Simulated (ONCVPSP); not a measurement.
**An ONCV potential for molybdenum, from input to tests**

Task: generate the file, and judge it by its errors in other configurations, its logarithmic derivatives, its ghosts and its cutoff.

Method: ONCVPSP 4.0.1.1 (patched build), LDA (Perdew-Wang 92), scalar-relativistic.

### 1 Settings

The settings as typed:

```json
{
  "element": "molybdenum (Mo, Z = 42)",
  "type": "optimised norm-conserving Vanderbilt (ONCV)",
  "frozen core": "[Ar] 3d10",
  "valence charge": "14",
  "reference configuration": "4s2 4p6 4d5 5s1",
  "partial waves": "4s+5s: rc 1.90 bohr, ncon 3, nbas 6, qcut 6 1/bohr, 2 projectors; 4p: rc 1.45 bohr, ncon 5, nbas 10, qcut 7 1/bohr, 2 projectors, debl 1.8 Ha; 4d: rc 2.15 bohr, ncon 4, nbas 9, qcut 7 1/bohr, 2 projectors, debl 2.5 Ha",
  "local potential": "polynomial inside 1.35 bohr (lpopt 4, dvloc0 6 Ha)",
  "core correction": "Teter function, fcfact 5, rcfact 1.75"
}
```

### 2 Generation

The input, Mo.dat:

```
# ATOM AND REFERENCE CONFIGURATION
# atsym  z   nc   nv     iexc    psfile
  Mo 42.00    6    4  -001012      upf
#
#   n    l    f
    1    0    2.00
    2    0    2.00
    2    1    6.00
    3    0    2.00
    3    1    6.00
    3    2   10.00
    4    0    2.00
    4    1    6.00
    4    2    5.00
    5    0    1.00
#
# PSEUDOPOTENTIAL AND OPTIMIZATION
# lmax
    2
#
#   l,   rc,      ep,       ncon, nbas, qcut
    0    1.90    0.00    3    6    6.00
    1    1.45    0.00    5   10    7.00
    2    2.15    0.00    4    9    7.00
#
# LOCAL POTENTIAL
# lloc, lpopt,  rc(5),   dvloc0
    4    4    1.35    6.00
#
# VANDERBILT-KLEINMAN-BYLANDER PROJECTORs
# l, nproj, debl
    0    2    1.60
    1    2    1.80
    2    2    2.50
#
# MODEL CORE CHARGE
# icmod, fcfact, rcfact
    3    5.00    1.75
#
# LOG DERIVATIVE ANALYSIS
# epsh1, epsh2, depsh
   -4.00    5.00    0.02
#
# OUTPUT GRID
# rlmax, drl
    6.00    0.01
#
# TEST CONFIGURATIONS
# ncnf
    4
# nvcnf
#   n    l    f
    4
    4    0    2.00
    4    1    6.00
    4    2    5.00
    5    0    0.00
#
    4
    4    0    2.00
    4    1    6.00
    4    2    4.00
    5    0    0.00
#
    4
    4    0    2.00
    4    1    6.00
    4    2    3.00
    5    0    0.00
#
    5
    4    0    2.00
    4    1    6.00
    4    2    4.00
    5    0    1.00
    5    1    1.00
#
```

On the command line:

```sh
$ oncvpsp.x < Mo.dat > Mo.out
```

What does the calculation give? Wanted: cutoffs for 1 and 0.1 mHa per electron, occupied waves; bound ghosts; GHOST(+) flags; largest test error; largest phase difference near zero energy, channels read; rms error of d²Exc/dn², without and with the model core.

As calculated:

| quantity | value |
| --- | --- |
| cutoffs for 1 and 0.1 mHa per electron, occupied waves | 23 Ha and 124 Ha |
| bound ghosts | none found |
| GHOST(+) flags | none at low energy |
| largest test error (AE − PS) | -3.0 meV, for 4s2 4p6 4d5 5s0 |
| largest phase difference near zero energy, channels read | 0.001 rad |
| rms error of d²Exc/dn², without and with the model core | 4.26 and 3.51 mHa |

The worst unpolarised test, 4s2 4p6 4d5 5s0, is off by 3.0 meV on 7.2 eV; by total energies transferability rates as very good. By its cutoff, 23 Ha for the looser tolerance, it is of middling hardness. The tighter tolerance needs 124 Ha, and converged work needs a cutoff nearer that. At the looser tolerance the 4p wave is the slowest; 4d needs 16 Ha. No bound ghost shows below the valence levels. Near zero energy the phases of the channels with partial waves agree within 0.001 rad. All of this concerns the isolated atom, not yet a solid.
